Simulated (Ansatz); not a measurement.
Zr2BN, space group R-3m, a convergence test of the plane-wave cutoff

Computed with Ansatz 0.2.0 through its Python package.

Interactive session:
```pycon
>>> import warnings
>>> import ansatz as az
>>> import pandas as pd
>>> warnings.simplefilter("ignore", az.DeckWarning)
>>> crystal = (
...     az.Lattice.of((1.66778, 0.96289, 5.53544), (-1.66778, 0.96289, 5.53544), (0.0, -1.92579, 5.53544))
...     .atom("Zr", (0.25246, 0.25246, 0.25246))
...     .atom("Zr", (0.74754, 0.74754, 0.74754))
...     .atom("B", (0.5, 0.5, 0.5))
...     .atom("N", (0.0, 0.0, 0.0))
... )
>>> base = crystal.calculation()
>>> base = base.functional("PBEsol")
>>> base = base.kpoints(mesh=(7, 7, 7))
>>> base = base.occupations(az.OccupationsMethod.GAUSSIAN, width=0.05).scf(tolerance=1e-10)
>>> rows = []
>>> for value in [250, 325, 400, 475, 550, 625]:
...     data = base.basis(value).run(threads=1, pin="off").report
...     rows.append((value, data["free_energy_ev"] / len(data["lattice"]["sites"]), data["n_iterations"], data["n_pw"]))
...
>>> table = pd.DataFrame(rows, columns=["cutoff (eV)", "F/atom (eV)", "iterations", "plane waves"])
>>> table.round(5)
   cutoff (eV)  F/atom (eV)  iterations  plane waves
0          250  -2197.91756           8          501
1          325  -2198.29156           8          695
2          400  -2198.32911           9         1009
3          475  -2198.33253           9         1231
4          550  -2198.33266           9         1545
5          625  -2198.33275           9         1901
>>> # the last row is the reference
>>> for row in rows[:-1]:
...     shift = 1000 * (row[1] - rows[-1][1])
...     print(f"{row[0]}: {shift:+.2f} meV/atom" + ("  (within 1 meV)" if abs(shift) < 1 else ""))
...
250: +415.19 meV/atom
325: +41.19 meV/atom
400: +3.64 meV/atom
475: +0.22 meV/atom  (within 1 meV)
550: +0.10 meV/atom  (within 1 meV)
```

From 475 eV on it stays within 1 meV an atom of the value at 625 eV; the first row (250 eV) is off by 415.2 meV and the last but one by 0.10 meV. The energy falls steadily, as expected when plane waves are added.

Reading the output:
- Spin is left out of this run.
- The mesh is modest for a metal, so energies can be off by several to tens of meV an atom and pressures by half a GPa or more; differences at equal mesh fare better.
- This cell is a computed structure, which may not be the phase found in nature.
- Shifts are counted from the last row, which is itself no proven limit.
- The script silences the warnings on its input, which a real study should read.
- Finished in 14 s on 1 thread of Arm Neoverse V2 (shared host), peak memory 0.48 GiB.
